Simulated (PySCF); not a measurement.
# CH₅AsGeN₂: geometry, electronic excitations

Wanted: the electronic excitations of CH₅AsGeN₂ (`N#[C][Ge@H]([NH2])[AsH2]`), by calculation.

The runs use PySCF 2.14.0, with density-fitted response routines of our own; the level of theory stands in each step. All values are computed, except where a source is named. Atoms are numbered from 0 throughout.

### 1 Starting geometry

10 atoms, charge 0, multiplicity 1; geometry from: GFN2-xTB.

Bonds of the start (Å): N0–C1 1.15, C1–Ge2 1.94, Ge2–N3 1.82, Ge2–As4 2.39, Ge2–H5 1.55, N3–H6 1.01, N3–H7 1.01, As4–H8 1.50, As4–H9 1.50.

### 2 Optimising the geometry at PBE0-D3(BJ)/def2-SVP

The job: settings as JSON, then the geometry in Å.

```
{"job": {"xc": "PBE0", "basis": "def2-SVP", "d3": "d3bj", "grid": 1, "kind": "geom"}, "charge": 0, "multiplicity": 1}
N     -0.206338     2.776070    -0.938147
C     -0.206521     1.647191    -0.746171
Ge    -0.116398    -0.261842    -0.437598
N     -1.521090    -0.530110     0.692748
As     1.883649    -1.037779     0.624681
H     -0.402457    -0.787928    -1.863366
H     -1.604866    -1.443428     1.115735
H     -2.437540    -0.228254     0.393927
H      1.883572     0.174935     1.506290
H      2.736872    -0.304202    -0.370626
```

**Question.** After this job, these run on its result: TDDFT PBE0/aug-cc-pVDZ, vertical, gas phase, core orbitals frozen in the response; TDDFT PBE0/def2-TZVPD, vertical, gas phase, core orbitals frozen in the response. What will the session give for the following? point group; rotational constants (main isotopes); lowest singlet (PBE0/aug-cc-pVDZ); brightest single state of those computed; lowest triplet; range of the lowest singlet.

As calculated:

| quantity | value |
| --- | --- |
| point group | C1 |
| rotational constants (main isotopes) | 3.10, 1.20, 0.95 GHz |
| lowest singlet (PBE0/aug-cc-pVDZ) | 5.63 eV (220 nm), f = 0.019 |
| brightest single state of those computed | state 4, 6.28 eV, f = 0.116 |
| lowest triplet | 4.98 eV |
| range of the lowest singlet | 5.63 to 5.68 eV |

What this shows: Relaxing lowered the energy by 0.091 eV in 13 steps; the bonded pair that moved most is As4–H8 (with another pair as far), from 1.499 to 1.523 Å. The lowest singlet, at 5.63 eV, is HOMO→LUMO 0.79, HOMO→LUMO+1 0.08 and is weak; of the 10 states computed, the strongest absorption comes from state 4 at 6.28 eV. The lowest triplet lies 0.65 eV below the lowest singlet (triplets in Tamm-Dancoff, singlets in full TDDFT). The lowest singlet runs from 5.63 eV (PBE0/aug-cc-pVDZ) to 5.68 eV (PBE0/def2-TZVPD), while the orbital gap spans 6.76 to 6.82 eV. The lowest state need not be the same one in every run.
